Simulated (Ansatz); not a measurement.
**FH₆NSi₃: a ladder of functionals and wavefunction methods**

An exercise on one series of results from a longer session: the logs are not shown, and one member is left open.

Method: functionals in def2-TZVPP, the program's frozen cores in correlated methods; program: Ansatz 0.2.0, Gaussian basis.

Plan: LDA (SPW92), PBE-D4, revPBE-D4, BLYP-D4, r2SCAN-D4, B97M-V, PBE0-D4, B3LYP-D4, r2SCANh-D4, r2SCAN0-D4, HSE06-D4, BHLYP-D4, CAM-B3LYP-D4, LC-ωPBE, ωB97X-V, ωB97M-V, B2PLYP, PBE-QIDH; CCSD(T)/def2-SVP; CCSD(T)/def2-TZVPP; MP2/def2-QZVPP; extrapolation to the limit; RPA on PBE.

## Structure used throughout

All runs share one geometry, relaxed beforehand with PBE0-D4 in a triple-zeta def2 set.

SMILES `F[Si]N([SiH3])[SiH3]`, 11 atoms, charge 0, spin multiplicity 1.

Atoms are counted from 1 here; the program's logs count them from 0.

Bond lengths: F1–Si2 1.626 Å, Si2–N3 1.724 Å, N3–Si4 1.749 Å, N3–Si5 1.760 Å, Si4–H6 1.485 Å, Si4–H7 1.486 Å, Si4–H8 1.485 Å, Si5–H9 1.482 Å, Si5–H10 1.488 Å, Si5–H11 1.482 Å. Angles: F1–Si2–N3 98.9°, Si2–N3–Si4 119.2°, Si2–N3–Si5 122.4°, Si4–N3–Si5 118.4°, N3–Si4–H6 110.5°, N3–Si4–H7 107.4°, N3–Si4–H8 110.5°, H6–Si4–H7 109.8°, H6–Si4–H8 108.8°, H7–Si4–H8 109.8°, N3–Si5–H9 111.0°, N3–Si5–H10 106.5°, N3–Si5–H11 111.0°, H9–Si5–H10 109.1°, H9–Si5–H11 110.1°, H10–Si5–H11 109.1°.

Set-up of the first run:

in.yaml

```yaml
crystal:
  periodic: [false, false, false]
  atoms:
    - {symbol: F, position_ang: [0.595854, -2.793391, -0.130633]}
    - {symbol: Si, position_ang: [-0.678800, -1.960233, -0.699766]}
    - {symbol: N, position_ang: [-0.217418, -0.380664, -0.184651]}
    - {symbol: Si, position_ang: [-1.267133, 0.972574, -0.539084]}
    - {symbol: Si, position_ang: [1.277905, -0.073974, 0.691538]}
    - {symbol: H, position_ang: [-0.561026, 1.973201, -1.378516]}
    - {symbol: H, position_ang: [-2.445053, 0.441331, -1.272508]}
    - {symbol: H, position_ang: [-1.711321, 1.628201, 0.716868]}
    - {symbol: H, position_ang: [1.290618, -0.792632, 1.987424]}
    - {symbol: H, position_ang: [1.325128, 1.390931, 0.947910]}
    - {symbol: H, position_ang: [2.456748, -0.462343, -0.117881]}
basis:
  gaussian: {orbitals: def2-TZVPP}
hamiltonian: {xc: lda}
output: {orbitals: {seedname: orbitals}}
```

The run is started by

```console
$ ansatz run in.yaml --threads 4 --pin off --events-out ev --progress --plain --max-ram 10444MiB
```

Among the steps run: LDA; PBE-D4 (GGA); revPBE-D4 (GGA); BLYP-D4 (GGA); r2SCAN-D4 (meta-GGA); B97M-V (meta-GGA); PBE0-D4 (hybrid); B3LYP-D4 (hybrid); r2SCANh-D4 (hybrid); r2SCAN0-D4 (hybrid); HSE06-D4 (hybrid); BHLYP-D4 (hybrid); CAM-B3LYP-D4 (range-separated); LC-ωPBE (range-separated); ωB97X-V (range-separated); ωB97M-V (range-separated); B2PLYP (double hybrid); PBE-QIDH (double hybrid).

One of the session's tables, all rows but one given; the rest of the session is left out.

It belongs to the step «Frontier levels by functional». 

| functional | HOMO (eV) | LUMO (eV) | gap (eV) |
| --- | --- | --- | --- |
| LDA (SPW92) | -6.38 | -2.68 | 3.70 |
| PBE-D4 | -6.27 | -2.52 | 3.75 |
| revPBE-D4 | -6.22 | -2.45 | 3.76 |
| BLYP-D4 | -6.14 | -2.37 | 3.77 |
| r2SCAN-D4 | -6.48 | -2.43 | 4.05 |
| B97M-V | -6.63 | -2.46 | 4.17 |
| PBE0-D4 | ? | ? | ? |
| B3LYP-D4 | -7.20 | -1.88 | 5.32 |
| r2SCANh-D4 | -6.90 | -2.12 | 4.78 |
| r2SCAN0-D4 | -7.53 | -1.65 | 5.88 |
| HSE06-D4 | -6.99 | -2.08 | 4.91 |
| BHLYP-D4 | -8.41 | -0.79 | 7.62 |
| CAM-B3LYP-D4 | -8.70 | -0.60 | 8.10 |
| LC-ωPBE | -10.00 | 0.47 | 10.47 |
| ωB97X-V | -9.68 | 0.38 | 10.06 |
| ωB97M-V | -9.55 | 0.26 | 9.81 |

Q: Estimate the row for PBE0-D4 from the others.

As computed: HOMO (eV): -7.39; LUMO (eV): -1.70; gap (eV): 5.69. In the column «HOMO (eV)» it lies between r2SCAN0-D4 (-7.53) and B3LYP-D4 (-7.20).
